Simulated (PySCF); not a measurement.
# A gas-phase reaction: GeH6Si + Br2 → BrGeH5Si + BrH

What reaction energy should one expect for `[SiH3][GeH3]` + `BrBr` → `[GeH3][SiH2]Br` + `Br`?

Programs: PySCF 2.14.0. All values are calculated, for the isolated system unless a continuum is named. Atoms count from 0, parts from 1.

### 1 Starting point

Each species was relaxed by itself at PBE0-D3(BJ)/def2-SVPD.

### 2 Reaction energy: wB97M-D3(BJ)/def2-TZVPD

The job: settings as JSON, then the geometry in Å.

```
{"job": {"kind": "react", "xc": "wB97M-D3(BJ)", "basis": "def2-TZVPD"}, "charge": 0, "multiplicity": 1}
-1 GeH6Si charge 0 multiplicity 1
Si    -1.166310     0.034000    -0.022410
Ge     1.214880    -0.013780     0.009660
H     -1.657940     1.392860     0.355940
H     -1.668360    -0.296700    -1.389860
H     -1.713180    -0.963260     0.945990
H      1.740770    -1.301190    -0.648660
H      1.739290     0.037550     1.455240
H      1.792120     1.189720    -0.755700

-1 Br2 charge 0 multiplicity 1
Br     1.150510     0.002000    -0.017430
Br    -1.150760    -0.012920     0.000960

+1 BrGeH5Si charge 0 multiplicity 1
Ge    -0.153260     1.013770    -0.427580
Si     0.141380    -1.212020     0.361310
Br    -0.917720    -1.423880     2.327870
H      0.756050     1.264170    -1.643440
H     -1.616390     1.227760    -0.843400
H      0.210000     2.006040     0.686630
H     -0.448730    -2.216600    -0.569070
H      1.578170    -1.537640     0.590960

+1 BrH charge 0 multiplicity 1
Br     0.714900     0.009310    -0.009700
H     -0.708640    -0.006020     0.009120
```

With the program's defaults for keys left out, this is: wB97M-D3(BJ)/def2-TZVPD reaction energy of separated species, gas phase.

Command:

```sh
OMP_NUM_THREADS=1 python cluster_run.py task.json out
```

This one command runs all jobs of the session in turn.

Output:

```text
species 1 (GeH6Si)
coarse grid: 28664 points
cycle   1  E = -2370.1190742693  dE = -8.914e-01  |g| = 5.687e-01  |ddm| = 2.132e+00
cycle   2  E = -2370.1259555961  dE = -6.881e-03  |g| = 5.707e-01  |ddm| = 6.557e-01
cycle   3  E = -2370.1474445888  dE = -2.149e-02  |g| = 1.980e-02  |ddm| = 3.071e-01
cycle   4  E = -2370.1476259794  dE = -1.814e-04  |g| = 8.683e-03  |ddm| = 3.846e-02
cycle   5  E = -2370.1476479280  dE = -2.195e-05  |g| = 1.015e-03  |ddm| = 1.236e-02
cycle   6  E = -2370.1476487044  dE = -7.764e-07  |g| = 3.251e-04  |ddm| = 2.691e-03
final grid: 57200 points
cycle   7  E = -2370.1475852911  dE = -7.166e-08  |g| = 2.264e-04  |ddm| = 1.693e-03
cycle   8  E = -2370.1475852989  dE = -7.770e-09  |g| = 2.284e-04  |ddm| = 3.906e-04
cycle   9  E = -2370.1475853030  dE = -4.052e-09  |g| = 2.228e-05  |ddm| = 1.315e-04
cycle  10  E = -2370.1475853035  dE = -5.475e-10  |g| = 8.766e-06  |ddm| = 7.649e-05
converged SCF energy = -2370.1475853035

species 2 (Br2)
coarse grid: 14664 points
cycle   1  E = -5148.2886926424  dE = -2.032e+00  |g| = 4.158e-01  |ddm| = 1.565e+00
cycle   2  E = -5148.3001178033  dE = -1.143e-02  |g| = 2.962e-01  |ddm| = 3.425e-01
cycle   3  E = -5148.3083616340  dE = -8.244e-03  |g| = 9.005e-03  |ddm| = 1.528e-01
cycle   4  E = -5148.3084061883  dE = -4.455e-05  |g| = 2.023e-03  |ddm| = 1.256e-02
cycle   5  E = -5148.3084097609  dE = -3.573e-06  |g| = 6.167e-04  |ddm| = 4.103e-03
final grid: 26152 points
cycle   6  E = -5148.3084024757  dE = -1.105e-07  |g| = 3.660e-04  |ddm| = 8.863e-04
cycle   7  E = -5148.3084024993  dE = -2.361e-08  |g| = 2.411e-04  |ddm| = 4.759e-04
cycle   8  E = -5148.3084025135  dE = -1.420e-08  |g| = 2.159e-05  |ddm| = 1.721e-04
cycle   9  E = -5148.3084025138  dE = -2.365e-10  |g| = 1.096e-05  |ddm| = 2.976e-05
converged SCF energy = -5148.3084025138

species 3 (BrGeH5Si)
coarse grid: 33520 points
cycle   1  E = -4943.7151349517  dE = -1.716e+00  |g| = 6.417e-01  |ddm| = 2.297e+00
cycle   2  E = -4943.7328441013  dE = -1.771e-02  |g| = 6.035e-01  |ddm| = 7.907e-01
cycle   3  E = -4943.7626469810  dE = -2.980e-02  |g| = 4.679e-02  |ddm| = 3.650e-01
cycle   4  E = -4943.7629555315  dE = -3.086e-04  |g| = 1.115e-02  |ddm| = 4.781e-02
cycle   5  E = -4943.7630059268  dE = -5.040e-05  |g| = 3.191e-03  |ddm| = 1.921e-02
cycle   6  E = -4943.7630092194  dE = -3.293e-06  |g| = 8.653e-04  |ddm| = 5.229e-03
final grid: 64904 points
cycle   7  E = -4943.7629254653  dE = -2.630e-07  |g| = 5.870e-04  |ddm| = 2.563e-03
cycle   8  E = -4943.7629255145  dE = -4.924e-08  |g| = 4.757e-04  |ddm| = 9.209e-04
cycle   9  E = -4943.7629255543  dE = -3.977e-08  |g| = 4.421e-05  |ddm| = 3.503e-04
cycle  10  E = -4943.7629255558  dE = -1.464e-09  |g| = 2.810e-05  |ddm| = 1.088e-04
cycle  11  E = -4943.7629255560  dE = -2.447e-10  |g| = 5.152e-06  |ddm| = 4.654e-05
converged SCF energy = -4943.7629255560

species 4 (BrH)
coarse grid: 9808 points
cycle   1  E = -2574.7444818250  dE = -1.115e+00  |g| = 2.814e-01  |ddm| = 9.887e-01
cycle   2  E = -2574.7574488685  dE = -1.297e-02  |g| = 1.487e-01  |ddm| = 2.655e-01
cycle   3  E = -2574.7608846608  dE = -3.436e-03  |g| = 8.656e-03  |ddm| = 8.708e-02
cycle   4  E = -2574.7609220258  dE = -3.737e-05  |g| = 2.523e-03  |ddm| = 1.268e-02
cycle   5  E = -2574.7609264562  dE = -4.430e-06  |g| = 6.498e-04  |ddm| = 4.934e-03
final grid: 18448 points
cycle   6  E = -2574.7609110870  dE = -1.922e-07  |g| = 3.886e-04  |ddm| = 9.245e-04
cycle   7  E = -2574.7609111146  dE = -2.761e-08  |g| = 2.731e-04  |ddm| = 3.938e-04
cycle   8  E = -2574.7609111217  dE = -7.090e-09  |g| = 3.378e-05  |ddm| = 1.360e-04
cycle   9  E = -2574.7609111227  dE = -1.020e-09  |g| = 1.120e-05  |ddm| = 6.290e-05
cycle  10  E = -2574.7609111228  dE = -5.730e-11  |g| = 1.705e-06  |ddm| = 1.293e-05
converged SCF energy = -2574.7609111228

Reaction energy = -43.113 kcal/mol
```

It took 21 s on 1 thread of Arm Neoverse V2, shared host; peak memory 0.75 GiB.

Species by species (with the dispersion term, which the log's SCF energies lack):

```csv
ν,species,energy (Eh),HOMO (eV)
-1,[SiH3][GeH3],-2370.15369,-10.40
-1,BrBr,-5148.30959,-10.44
+1,[GeH3][SiH2]Br,-4943.77051,-10.09
+1,Br,-2574.76148,-11.15
```

### 3 Reaction energy: PBE0-D3(BJ)/def2-TZVPD

Settings changed since step 2:

```diff
@@ -1,2 +1,2 @@
-{"job": {"kind": "react", "xc": "wB97M-D3(BJ)", "basis": "def2-TZVPD"}, "charge": 0, "multiplicity": 1}
+{"job": {"kind": "react", "xc": "PBE0", "basis": "def2-TZVPD", "disp": "d3bj"}, "charge": 0, "multiplicity": 1}
 -1 GeH6Si charge 0 multiplicity 1
```

With the program's defaults for keys left out, this is: PBE0-D3(BJ)/def2-TZVPD reaction energy of separated species, gas phase.

Output:

```text
species 1 (GeH6Si)
coarse grid: 28664 points
cycle   1  E = -2369.6814267158  dE = -8.398e-01  |g| = 6.052e-01  |ddm| = 2.075e+00
cycle   2  E = -2369.6741552195  dE =  7.271e-03  |g| = 6.840e-01  |ddm| = 6.981e-01
cycle   3  E = -2369.7057960118  dE = -3.164e-02  |g| = 2.015e-02  |ddm| = 3.872e-01
cycle   4  E = -2369.7058571172  dE = -6.111e-05  |g| = 6.524e-03  |ddm| = 2.237e-02
cycle   5  E = -2369.7058659873  dE = -8.870e-06  |g| = 7.533e-04  |ddm| = 7.713e-03
final grid: 57200 points
cycle   6  E = -2369.7058745481  dE = -1.120e-07  |g| = 6.710e-04  |ddm| = 2.692e-03
cycle   7  E = -2369.7058745814  dE = -3.326e-08  |g| = 7.215e-04  |ddm| = 1.466e-03
cycle   8  E = -2369.7058746864  dE = -1.050e-07  |g| = 1.125e-04  |ddm| = 6.344e-04
cycle   9  E = -2369.7058746881  dE = -1.647e-09  |g| = 7.236e-06  |ddm| = 9.216e-05
cycle  10  E = -2369.7058746881  dE = -1.182e-11  |g| = 1.430e-06  |ddm| = 7.009e-06
converged SCF energy = -2369.7058746881

species 2 (Br2)
coarse grid: 14664 points
cycle   1  E = -5147.6955178224  dE = -1.992e+00  |g| = 4.158e-01  |ddm| = 1.609e+00
cycle   2  E = -5147.7001489366  dE = -4.631e-03  |g| = 3.188e-01  |ddm| = 3.040e-01
cycle   3  E = -5147.7078032913  dE = -7.654e-03  |g| = 2.250e-02  |ddm| = 1.633e-01
cycle   4  E = -5147.7079143689  dE = -1.111e-04  |g| = 7.934e-03  |ddm| = 2.329e-02
cycle   5  E = -5147.7079306564  dE = -1.629e-05  |g| = 5.812e-04  |ddm| = 6.034e-03
cycle   6  E = -5147.7079307151  dE = -5.877e-08  |g| = 9.434e-05  |ddm| = 7.038e-04
final grid: 26152 points
cycle   7  E = -5147.7079423641  dE = -3.402e-09  |g| = 8.877e-05  |ddm| = 2.105e-04
cycle   8  E = -5147.7079423644  dE = -2.728e-10  |g| = 7.654e-05  |ddm| = 1.002e-04
cycle   9  E = -5147.7079423648  dE = -4.293e-10  |g| = 2.372e-06  |ddm| = 3.916e-05
converged SCF energy = -5147.7079423648

species 3 (BrGeH5Si)
coarse grid: 33520 points
cycle   1  E = -4942.9886130998  dE = -1.689e+00  |g| = 6.649e-01  |ddm| = 2.286e+00
cycle   2  E = -4942.9815152152  dE =  7.098e-03  |g| = 7.135e-01  |ddm| = 8.070e-01
cycle   3  E = -4943.0214448378  dE = -3.993e-02  |g| = 6.149e-02  |ddm| = 4.474e-01
cycle   4  E = -4943.0217841467  dE = -3.393e-04  |g| = 8.211e-03  |ddm| = 3.687e-02
cycle   5  E = -4943.0217916574  dE = -7.511e-06  |g| = 4.329e-03  |ddm| = 1.081e-02
cycle   6  E = -4943.0217960096  dE = -4.352e-06  |g| = 5.312e-04  |ddm| = 4.302e-03
final grid: 64904 points
cycle   7  E = -4943.0217907568  dE =  3.040e-09  |g| = 6.234e-04  |ddm| = 2.249e-03
cycle   8  E = -4943.0217906941  dE =  6.272e-08  |g| = 7.801e-04  |ddm| = 1.289e-03
cycle   9  E = -4943.0217908816  dE = -1.875e-07  |g| = 6.137e-05  |ddm| = 7.103e-04
cycle  10  E = -4943.0217908821  dE = -5.139e-10  |g| = 3.319e-06  |ddm| = 4.193e-05
converged SCF energy = -4943.0217908821

species 4 (BrH)
coarse grid: 9808 points
cycle   1  E = -2574.4494536445  dE = -1.081e+00  |g| = 2.724e-01  |ddm| = 1.042e+00
cycle   2  E = -2574.4540918975  dE = -4.638e-03  |g| = 1.699e-01  |ddm| = 2.601e-01
cycle   3  E = -2574.4588662305  dE = -4.774e-03  |g| = 3.007e-02  |ddm| = 1.194e-01
cycle   4  E = -2574.4590977106  dE = -2.315e-04  |g| = 4.156e-03  |ddm| = 2.212e-02
cycle   5  E = -2574.4591017130  dE = -4.002e-06  |g| = 1.311e-03  |ddm| = 4.270e-03
final grid: 18448 points
cycle   6  E = -2574.4591028041  dE = -7.033e-08  |g| = 1.375e-03  |ddm| = 2.024e-03
cycle   7  E = -2574.4591028184  dE = -1.434e-08  |g| = 1.399e-03  |ddm| = 1.791e-03
cycle   8  E = -2574.4591030393  dE = -2.209e-07  |g| = 5.149e-05  |ddm| = 8.398e-04
cycle   9  E = -2574.4591030400  dE = -6.826e-10  |g| = 1.026e-05  |ddm| = 4.413e-05
converged SCF energy = -2574.4591030400

Reaction energy = -42.776 kcal/mol
```

Run time: 11 s. Hardware: 1 thread of Arm Neoverse V2, shared host; peak memory 0.64 GiB.

Reaction energy at this level: -42.78 kcal/mol.

### 4 Reaction energy: MP2/def2-TZVPD

Settings changed since step 3:

```diff
@@ -1,2 +1,2 @@
-{"job": {"kind": "react", "xc": "PBE0", "basis": "def2-TZVPD", "disp": "d3bj"}, "charge": 0, "multiplicity": 1}
+{"job": {"kind": "react", "xc": "MP2", "basis": "def2-TZVPD"}, "charge": 0, "multiplicity": 1}
 -1 GeH6Si charge 0 multiplicity 1
```

Level: MP2/def2-TZVPD reaction energy of separated species, gas phase.

Output:

```text
species 1 (GeH6Si)
final grid: 57200 points
cycle   1  E = -2367.7537791436  dE = -9.871e-01  |g| = 3.634e-01  |ddm| = 2.077e+00
cycle   2  E = -2367.7856370073  dE = -3.186e-02  |g| = 2.314e-01  |ddm| = 3.765e-01
cycle   3  E = -2367.7907409018  dE = -5.104e-03  |g| = 4.116e-02  |ddm| = 1.673e-01
cycle   4  E = -2367.7917163325  dE = -9.754e-04  |g| = 7.957e-03  |ddm| = 7.311e-02
cycle   5  E = -2367.7917492045  dE = -3.287e-05  |g| = 1.790e-03  |ddm| = 1.496e-02
cycle   6  E = -2367.7917517026  dE = -2.498e-06  |g| = 4.572e-04  |ddm| = 4.953e-03
cycle   7  E = -2367.7917518656  dE = -1.630e-07  |g| = 6.633e-05  |ddm| = 1.225e-03
cycle   8  E = -2367.7917518694  dE = -3.791e-09  |g| = 1.242e-05  |ddm| = 2.770e-04
cycle   9  E = -2367.7917518695  dE = -1.382e-10  |g| = 3.048e-06  |ddm| = 5.298e-05
converged SCF energy = -2367.7917518695

species 2 (Br2)
final grid: 26152 points
cycle   1  E = -5144.8048461218  dE = -2.062e+00  |g| = 2.909e-01  |ddm| = 1.538e+00
cycle   2  E = -5144.8189359153  dE = -1.409e-02  |g| = 1.474e-01  |ddm| = 2.565e-01
cycle   3  E = -5144.8217328602  dE = -2.797e-03  |g| = 1.800e-02  |ddm| = 9.135e-02
cycle   4  E = -5144.8218980717  dE = -1.652e-04  |g| = 4.299e-03  |ddm| = 2.375e-02
cycle   5  E = -5144.8219101581  dE = -1.209e-05  |g| = 1.080e-03  |ddm| = 6.539e-03
cycle   6  E = -5144.8219106615  dE = -5.034e-07  |g| = 1.901e-04  |ddm| = 1.295e-03
cycle   7  E = -5144.8219106779  dE = -1.637e-08  |g| = 2.978e-05  |ddm| = 2.742e-04
cycle   8  E = -5144.8219106782  dE = -3.729e-10  |g| = 3.080e-06  |ddm| = 6.117e-05
converged SCF energy = -5144.8219106782

species 3 (BrGeH5Si)
final grid: 64904 points
cycle   1  E = -4939.6274529086  dE = -1.793e+00  |g| = 4.337e-01  |ddm| = 2.246e+00
cycle   2  E = -4939.6729843365  dE = -4.553e-02  |g| = 2.591e-01  |ddm| = 5.094e-01
cycle   3  E = -4939.6816600633  dE = -8.676e-03  |g| = 4.651e-02  |ddm| = 2.153e-01
cycle   4  E = -4939.6825837705  dE = -9.237e-04  |g| = 1.423e-02  |ddm| = 7.432e-02
cycle   5  E = -4939.6826614749  dE = -7.770e-05  |g| = 3.052e-03  |ddm| = 1.796e-02
cycle   6  E = -4939.6826660229  dE = -4.548e-06  |g| = 9.886e-04  |ddm| = 5.550e-03
cycle   7  E = -4939.6826664898  dE = -4.670e-07  |g| = 2.731e-04  |ddm| = 1.586e-03
cycle   8  E = -4939.6826665377  dE = -4.793e-08  |g| = 7.963e-05  |ddm| = 5.200e-04
cycle   9  E = -4939.6826665414  dE = -3.660e-09  |g| = 2.172e-05  |ddm| = 1.523e-04
cycle  10  E = -4939.6826665418  dE = -4.065e-10  |g| = 5.394e-06  |ddm| = 5.641e-05
converged SCF energy = -4939.6826665418

species 4 (BrH)
final grid: 18448 points
cycle   1  E = -2572.9852623608  dE = -1.144e+00  |g| = 2.202e-01  |ddm| = 9.640e-01
cycle   2  E = -2572.9999186837  dE = -1.466e-02  |g| = 7.760e-02  |ddm| = 2.157e-01
cycle   3  E = -2573.0014424500  dE = -1.524e-03  |g| = 1.588e-02  |ddm| = 5.815e-02
cycle   4  E = -2573.0016143488  dE = -1.719e-04  |g| = 5.005e-03  |ddm| = 1.886e-02
cycle   5  E = -2573.0016334744  dE = -1.913e-05  |g| = 1.691e-03  |ddm| = 6.805e-03
cycle   6  E = -2573.0016348774  dE = -1.403e-06  |g| = 3.418e-04  |ddm| = 2.059e-03
cycle   7  E = -2573.0016349510  dE = -7.363e-08  |g| = 5.979e-05  |ddm| = 6.414e-04
cycle   8  E = -2573.0016349524  dE = -1.432e-09  |g| = 8.468e-06  |ddm| = 8.660e-05
cycle   9  E = -2573.0016349525  dE = -5.048e-11  |g| = 1.310e-06  |ddm| = 1.889e-05
converged SCF energy = -2573.0016349525

Reaction energy = -46.407 kcal/mol
```

Wall time 6.5 s (1 thread of Arm Neoverse V2, shared host); peak memory 0.66 GiB.

Reaction energy at this level: -46.41 kcal/mol.

### 5 Side by side

Energies in kcal/mol, with wall time:

```csv
run,reaction,time
wB97M-D3(BJ)/def2-TZVPD,-43.11,21 s
PBE0-D3(BJ)/def2-TZVPD,-42.78,11 s
MP2/def2-TZVPD,-46.41,6.5 s
```

### 6 Outcome

| quantity | value |
| --- | --- |
| reaction energy (wB97M-D3(BJ)/def2-TZVPD) | -43.11 kcal/mol |
| ΔH, ΔG at 298 K (xTB thermal terms) | -43.3, -43.7 kcal/mol |
| range of the reaction energy over the runs of this table | -46.41 to -42.78 kcal/mol |

**Reading.** The reaction is exothermic by 43.3 kcal/mol in the gas phase; dispersion gives -0.54, and xTB itself gave -26.14 for the electronic energy (xTB energies and thermal terms come from the earlier relaxation of each species, not shown). No barrier was sought. xTB and this level differ widely in the electronic energy, so what comes from xTB (the thermal terms above all) is less safe here. The reaction energy runs from -46.41 (MP2/def2-TZVPD) to -42.78 kcal/mol (PBE0-D3(BJ)/def2-TZVPD).
